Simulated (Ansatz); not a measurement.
# AlBFH₄NS: one species, many methods

The task here is to estimate one member of a computed series from the others.

Computed with Ansatz 0.2.0, Gaussian basis. Level: functionals in def2-TZVPP, the program's frozen cores in correlated methods.

Plan: LDA (SPW92), PBE-D4, revPBE-D4, BLYP-D4, r2SCAN-D4, B97M-V, PBE0-D4, B3LYP-D4, r2SCANh-D4, r2SCAN0-D4, HSE06-D4, BHLYP-D4, CAM-B3LYP-D4, LC-ωPBE, ωB97X-V, ωB97M-V, B2PLYP, PBE-QIDH; CCSD(T)/def2-SVP; CCSD(T)/def2-TZVPP; MP2/def2-QZVPP; extrapolation to the limit; RPA on PBE.

**The relaxed structure**

An earlier PBE0-D4 in a triple-zeta def2 set relaxation fixed the geometry.

SMILES `B[NH][Al]([F])[SH]`, 9 atoms, charge 0, spin multiplicity 1.

Atoms are counted from 1 here; the program's logs count them from 0.

Bond lengths: B1–N2 1.378 Å, B1–H6 1.191 Å, B1–H7 1.249 Å, N2–Al3 1.799 Å, N2–H8 1.005 Å, Al3–F4 1.646 Å, Al3–S5 2.172 Å, S5–H9 1.344 Å. Angles: N2–B1–H6 130.9°, N2–B1–H7 111.7°, H6–B1–H7 117.4°, B1–N2–Al3 92.4°, B1–N2–H8 124.3°, Al3–N2–H8 143.3°, N2–Al3–F4 120.3°, N2–Al3–S5 123.2°, F4–Al3–S5 115.5°, Al3–S5–H9 92.4°.

Set-up of the first run:

Contents of in.yaml:

```yaml
crystal:
  periodic: [false, false, false]
  atoms:
    - {symbol: B, position_ang: [0.820492, -0.539562, 1.010793]}
    - {symbol: N, position_ang: [0.536149, 0.748144, 0.610303]}
    - {symbol: Al, position_ang: [-0.055293, 0.198423, -0.997006]}
    - {symbol: F, position_ang: [0.979398, 0.099228, -2.273335]}
    - {symbol: S, position_ang: [-2.162378, -0.005477, -1.483813]}
    - {symbol: H, position_ang: [1.280135, -0.956567, 2.027692]}
    - {symbol: H, position_ang: [0.524381, -1.373987, 0.129272]}
    - {symbol: H, position_ang: [0.701841, 1.565464, 1.170960]}
    - {symbol: H, position_ang: [-2.536225, 0.218034, -0.212166]}
basis:
  gaussian: {orbitals: def2-TZVPP}
hamiltonian: {xc: lda}
output: {orbitals: {seedname: orbitals}}
```

Steps of the session up to this table: LDA; PBE-D4 (GGA); revPBE-D4 (GGA); BLYP-D4 (GGA); r2SCAN-D4 (meta-GGA); B97M-V (meta-GGA); PBE0-D4 (hybrid); B3LYP-D4 (hybrid); r2SCANh-D4 (hybrid); r2SCAN0-D4 (hybrid); HSE06-D4 (hybrid); BHLYP-D4 (hybrid); CAM-B3LYP-D4 (range-separated); LC-ωPBE (range-separated); ωB97X-V (range-separated); ωB97M-V (range-separated); B2PLYP (double hybrid); PBE-QIDH (double hybrid).

One of the session's tables, all rows but one given; the rest of the session is left out.

It belongs to the step «Orbital energies across the functionals». 

```
  functional  HOMO (eV)  gap (eV)
 LDA (SPW92)      -6.63      4.68
      PBE-D4      -6.50      4.82
   revPBE-D4      -6.44      4.87
     BLYP-D4      -6.31      4.79
   r2SCAN-D4      -6.77      5.42
      B97M-V      -6.82      5.43
     PBE0-D4      -7.72      7.00
    B3LYP-D4      -7.45      6.52
  r2SCANh-D4      -7.22      6.20
  r2SCAN0-D4      -7.90      7.37
    HSE06-D4          ?         ?
    BHLYP-D4      -8.77      9.03
CAM-B3LYP-D4      -9.03      9.38
     LC-ωPBE     -10.46     11.98
     ωB97X-V     -10.07     11.50
     ωB97M-V      -9.91     11.08
```

**Question.** Estimate the row for HSE06-D4.

**Answer.** HOMO (eV): -7.32; gap (eV): 6.22. In the column «HOMO (eV)» it lies between B3LYP-D4 (-7.45) and r2SCANh-D4 (-7.22).
